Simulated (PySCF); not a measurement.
# H3PTb (Tb(PH3)3+): the cost of one run

The runs use PySCF 2.14.0; PBE0, Tb lcecp-1-SVP with ECP54, P def2-SVP, H def2-SVP; scalar-relativistic core potentials, no spin–orbit coupling.

1 further run of the same task is left out (for a known fault of the program).

## (1) Where the work starts

5 atoms, charge 3, spin multiplicity 1.

Bond lengths: Tb1–P2 2.900 Å, P2–H3 1.420 Å, P2–H4 1.420 Å, P2–H5 1.420 Å. Angles: Tb1–P2–H3 121.6°, Tb1–P2–H4 121.6°, Tb1–P2–H5 121.6°, H3–P2–H4 95.1°, H3–P2–H5 95.1°, H4–P2–H5 95.1°.

Coordinates:

```xyz
5

Tb    0.00000    0.00000    0.00000
P     0.00000    0.00000    2.90000
H     1.21000    0.00000    3.64320
H    -0.60500    1.04790    3.64320
H    -0.60500   -1.04790    3.64320
```

Formal oxidation states: Tb +3. Each metal's 8 4f electrons lie in its core potential, so multiplicities, spins and levels count the valence alone.

## (2) SCF at the start, singlet

run.py (the lines that set the calculation)

```python
mol = gto.M(atom='''
Tb     0.00000     0.00000     0.00000
P      0.00000     0.00000     2.90000
H      1.21000     0.00000     3.64320
H     -0.60500     1.04790     3.64320
H     -0.60500    -1.04790     3.64320''',
    basis={'Tb': 'lcecp-1-SVP', 'P': 'def2-SVP', 'H': 'def2-SVP'},
    ecp={'Tb': 'lcecp-1-SVP'},
    charge=3, spin=0)
mf = dft.RKS(mol, xc='PBE0')
mf.grids.atom_grid = (50, 194)  # f atoms: unpruned, at least (60, 302)
mf = mf.density_fit()  # fitting sets: Tb AutoAux, P def2-universal-JKFIT, H def2-universal-JKFIT
mf.conv_tol = 1e-08; mf.max_cycle = 55
mf.kernel(dm0)  # dm0: free metal ions and neutral atoms
```

Launch:

```
$ OMP_NUM_THREADS=2 python run.py
```

**Question.** How long does this run take on 2 threads of Arm Neoverse V1, shared host, and how much memory does it need?

About 4.7 s, with a peak of 0.38 GiB.
